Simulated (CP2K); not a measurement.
# Two attempts at C2H6AlN (SMILES C[CH]1[NH][AlH]1)

Wanted: the energy of C2H6AlN, GFN2-xTB.

Program for the calculation: CP2K 2026.2.

1 further run of the same task is left out (set aside as unsound or not needed).

## (1) Starting point

C2H6AlN has 10 atoms, charge 0, and is taken as a singlet. SMILES: `C[CH]1[NH][AlH]1`. Geometry: a GFN2-xTB relaxation, a rough one for these elements and not checked as a minimum.

Bond lengths: C1–C2 1.516 Å, C2–N3 1.567 Å, C2–Al4 1.947 Å, N3–Al4 1.744 Å, C1–H5 1.088 Å, C1–H6 1.091 Å, C1–H7 1.088 Å, C2–H8 1.096 Å, N3–H9 1.012 Å, Al4–H10 1.539 Å. Some angles: C1–C2–N3 113.3°, C1–C2–Al4 128.6°, N3–C2–Al4 58.3°, C2–N3–Al4 71.8°, C2–Al4–N3 49.9°, C1–C2–H8 109.4°, N3–C2–H8 111.1°, Al4–C2–H8 120.9°, C2–C1–H5 110.4°, C2–C1–H6 110.5°.

## (2) The input as first written

File job.inp:

```
&FORCE_EVAL
  METHOD QS
  &DFT
    CHARGE -2
    &QS
      METHOD XTB
      EPS_DEFAULT 1.0E-10
      &XTB
        GFN_TYPE TBLITE
        &TBLITE
          METHOD GFN2
        &END TBLITE
        CHECK_ATOMIC_CHARGES F
      &END XTB
    &END QS
    # isolated system
    &POISSON
      PERIODIC NONE
      POISSON_SOLVER ANALYTIC
    &END POISSON
    # self-consistent field
    &SCF
      SCF_GUESS ATOMIC
      EPS_SCF 1.0E-07
      MAX_SCF 67
      ADDED_MOS 4
      &DIAGONALIZATION
        ALGORITHM STANDARD
      &END DIAGONALIZATION
      &MIXING
        METHOD DIRECT_P_MIXING
        ALPHA 0.4
      &END MIXING
      &SMEAR ON
        METHOD FERMI_DIRAC
        ELECTRONIC_TEMPERATURE [K] 300
      &END SMEAR
    &END SCF
    # extra output
    &PRINT
      &MOMENTS
        PERIODIC F
        REFERENCE COM
        MAX_MOMENT 1
      &END MOMENTS
      &MO ON
        ENERGIES T
        OCCUPATION_NUMBERS T
        NDIGITS 6
        &EACH
          QS_SCF 0
        &END EACH
        ADD_LAST NUMERIC
      &END MO
      &HIRSHFELD OFF
      &END HIRSHFELD
    &END PRINT
  &END DFT
  &SUBSYS
    &CELL
      ABC 13.1 11 11
      PERIODIC NONE
    &END CELL
    &COORD
      UNIT bohr
      C     -2.2438230     1.0887657    -0.3989968
      C     -0.1333769    -0.8450855    -0.5334886
      N      1.5118565    -0.9572408     1.9261034
      Al     3.5005854    -0.2773362    -0.6130838
      H     -3.2094164     1.2205930    -2.2096001
      H     -3.6306741     0.5446947     1.0264425
      H     -1.5022567     2.9422469     0.0953367
      H     -0.9291027    -2.7032154    -0.9846418
      H      0.5874592    -1.3962430     3.5418948
      H      6.0487488     0.3828207    -1.8499852
    &END COORD
    &TOPOLOGY
      &CENTER_COORDINATES
      &END CENTER_COORDINATES
    &END TOPOLOGY
  &END SUBSYS
&END FORCE_EVAL

&GLOBAL
  PROJECT job
  RUN_TYPE ENERGY
  PRINT_LEVEL MEDIUM
&END GLOBAL
```

The run is started by

```bash
OMP_NUM_THREADS=1 cp2k.psmp -i job.inp > job.out 2>&1
```

Output:

```text
CP2K| version string:                                       CP2K version 2026.2
[...]
 GLOBAL| Method name                                                        CP2K
[...]
 GLOBAL| Run type                                                         ENERGY
[...]
                             - Atoms:                                         10
[...]
                             - Spherical basis functions:                     27
[...]
 Number of electrons:                                                         24
[...]
  *** SCF run converged in    23 steps ***
[...]
  Fermi energy:                                                 0.24496167776499
[...]
 TB_DIPOLE| Moment [Debye]         -4.30575738       0.60248338       0.87880214
 TB_DIPOLE| Derivative [a.u.]       0.00000000       0.00000000       0.00000000
[...]
 ENERGY| Total FORCE_EVAL ( QS ) energy [hartree]            -11.300723026761041
[...]
```

Wall time 0.32 s (1 thread of Arm Neoverse V1, shared host).

## (3) Diagnosis

It ran to the end. The result can't be trusted all the same.

The fault: the charge typed isn't that of the species meant. To mend it: charge 0 in place of -2.

## (4) Second attempt

File mol.inp:

```
&GLOBAL
    PROJECT_NAME mol
    RUN_TYPE ENERGY
    PRINT_LEVEL MEDIUM
&END GLOBAL

&FORCE_EVAL
    METHOD Quickstep
    &DFT
        &QS
            METHOD XTB
            EPS_DEFAULT 1.0E-10
            &XTB
                GFN_TYPE TBLITE
                &TBLITE
                    METHOD GFN2
                &END TBLITE
                CHECK_ATOMIC_CHARGES F
            &END XTB
        &END QS
        &POISSON
            PERIODIC NONE
            POISSON_SOLVER ANALYTIC
        &END POISSON
        &SCF
            SCF_GUESS ATOMIC
            EPS_SCF 1.0E-07
            MAX_SCF 150
            ADDED_MOS 4
            &DIAGONALIZATION
                ALGORITHM STANDARD
            &END DIAGONALIZATION
            &MIXING
                METHOD DIRECT_P_MIXING
                ALPHA 0.4
            &END MIXING
            &SMEAR ON
                METHOD FERMI_DIRAC
                ELECTRONIC_TEMPERATURE [K] 300
            &END SMEAR
        &END SCF
        &PRINT
            &MOMENTS
                PERIODIC F
                REFERENCE COM
                MAX_MOMENT 1
            &END MOMENTS
            &MO ON
                ENERGIES T
                OCCUPATION_NUMBERS T
                NDIGITS 6
                &EACH
                    QS_SCF 0
                &END EACH
                ADD_LAST NUMERIC
            &END MO
            &HIRSHFELD OFF
            &END HIRSHFELD
        &END PRINT
    &END DFT
    &SUBSYS
        &CELL
            ABC 13.1 11 11
            PERIODIC NONE
        &END CELL
        &COORD
            UNIT bohr
            C     -2.2438230     1.0887657    -0.3989968
            C     -0.1333769    -0.8450855    -0.5334886
            N      1.5118565    -0.9572408     1.9261034
            Al     3.5005854    -0.2773362    -0.6130838
            H     -3.2094164     1.2205930    -2.2096001
            H     -3.6306741     0.5446947     1.0264425
            H     -1.5022567     2.9422469     0.0953367
            H     -0.9291027    -2.7032154    -0.9846418
            H      0.5874592    -1.3962430     3.5418948
            H      6.0487488     0.3828207    -1.8499852
        &END COORD
        &TOPOLOGY
            &CENTER_COORDINATES
            &END CENTER_COORDINATES
        &END TOPOLOGY
    &END SUBSYS
&END FORCE_EVAL
```

The run is started by

```bash
OMP_NUM_THREADS=1 cp2k.psmp mol.inp > mol.out
```

Output:

```text
CP2K| version string:                                       CP2K version 2026.2
[...]
 GLOBAL| Method name                                                        CP2K
[...]
 GLOBAL| Run type                                                         ENERGY
[...]
                             - Atoms:                                         10
[...]
                             - Spherical basis functions:                     27
[...]
 Number of electrons:                                                         22
[...]
  *** SCF run converged in    23 steps ***
[...]
  Fermi energy:                                                -0.29241700674013
[...]
 TB_DIPOLE| Moment [Debye]          0.57975333       0.15540499      -0.67669277
 TB_DIPOLE| Derivative [a.u.]       0.00000000       0.00000000       0.00000000
[...]
 ENERGY| Total FORCE_EVAL ( QS ) energy [hartree]            -11.259203164423537
[...]
```

It took 0.31 s on 1 thread of Arm Neoverse V1, shared host.

## (5) Results

Level: GFN2-xTB.

| quantity | value |
| --- | --- |
| total energy | -11.25920 Eh |
| dipole moment (from atomic charges alone) | 0.90 D |
| HOMO energy | -9.28 eV |
| LUMO energy | -7.06 eV |
| HOMO–LUMO gap | 2.22 eV |

What this shows: The dipole comes from point charges on the atoms alone, without atomic dipoles, so it is partial.
